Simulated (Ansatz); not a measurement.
# CH₄Pt+ (doublet): energies up the ladder

The task, for CH₄Pt+ (doublet): energies up the ladder. Charge +1. Spin multiplicity 2.

Method: the levels named in each step, in Ansatz 0.2.0.

## 1. The starting structure

Bond lengths: C1–Pt2 1.995 Å, C1–H3 1.096 Å, C1–H4 1.102 Å, C1–H5 1.096 Å, Pt2–H6 1.489 Å. Angles: C1–Pt2–H6 92.7°, Pt2–C1–H3 111.9°, Pt2–C1–H4 101.2°, Pt2–C1–H5 111.8°, H3–C1–H4 112.2°, H3–C1–H5 110.0°, H4–C1–H5 109.4°.

Coordinates:

```xyz
6

C    -1.5816   -0.9271    0.2359
Pt    0.1218    0.0795   -0.0197
H    -1.6469   -1.3713    1.2352
H    -2.3268   -0.1296    0.0851
H    -1.7164   -1.7010   -0.5281
H     0.9541   -1.1405    0.1726
```

## 2. A rough first relaxation, PBE-D4/def2-SVP

The input, input.yaml:

```yaml
crystal:
  periodic: [false, false, false]
  atoms:
    - { symbol: C, position_ang: [-1.5816, -0.92708, 0.23587] }
    - { symbol: Pt, position_ang: [0.12184, 0.07949, -0.01966] }
    - { symbol: H, position_ang: [-1.64686, -1.37132, 1.23524] }
    - { symbol: H, position_ang: [-2.32678, -0.1296, 0.08506] }
    - { symbol: H, position_ang: [-1.71643, -1.70104, -0.52807] }
    - { symbol: H, position_ang: [0.9541, -1.1405, 0.17258] }
magnetization:
  spin_polarized: true
  initial_magnetization: 1
total_charge: 1
basis:
  gaussian: { orbitals: def2-SVP }
hamiltonian:
  xc: pbe
  dispersion: d4
relax:
  f_tol: 0.03
  max_steps: 200
```

The run is started by

```bash
$ ansatz run input.yaml --threads 4 --pin off --max-ram 10240MiB --backend cpu --events-out ev --progress --plain --runs-dir out
```

The runs that follow: Relaxation, PBE0-D4/def2-TZVPP; Frequencies, PBE0-D4/def2-TZVPP; Single point, PBE-D4/def2-TZVPP; Single point, r2SCAN-D4/def2-TZVPP; Single point, B3LYP-D4/def2-TZVPP; Single point, wB97M-V/def2-TZVPP; Single point, B2PLYP/def2-TZVPP; Single point, LDA/def2-TZVPP; Single point, PBE0-D4/def2-SVP; Single point, PBE-D4/def2-SVP.

**Question.** What will these runs give? Wanted: C1–Pt2 at PBE0-D4/def2-TZVPP; frequencies at PBE0-D4/def2-TZVPP; energy at PBE-D4/def2-SVP.

As calculated:

| quantity | value |
| --- | --- |
| C1–Pt2 at PBE0-D4/def2-TZVPP | 2.010 Å |
| frequencies at PBE0-D4/def2-TZVPP | 134 to 3177 cm⁻¹ |
| energy at PBE-D4/def2-SVP | -4339.114 eV |

What this shows: No mode is imaginary, so the geometry is a minimum. These totals serve in differences with atoms or fragments at the same level; alone they don't rank the methods. Heavy atoms carry effective core potentials in def2 sets, and spin-orbit coupling is left out.
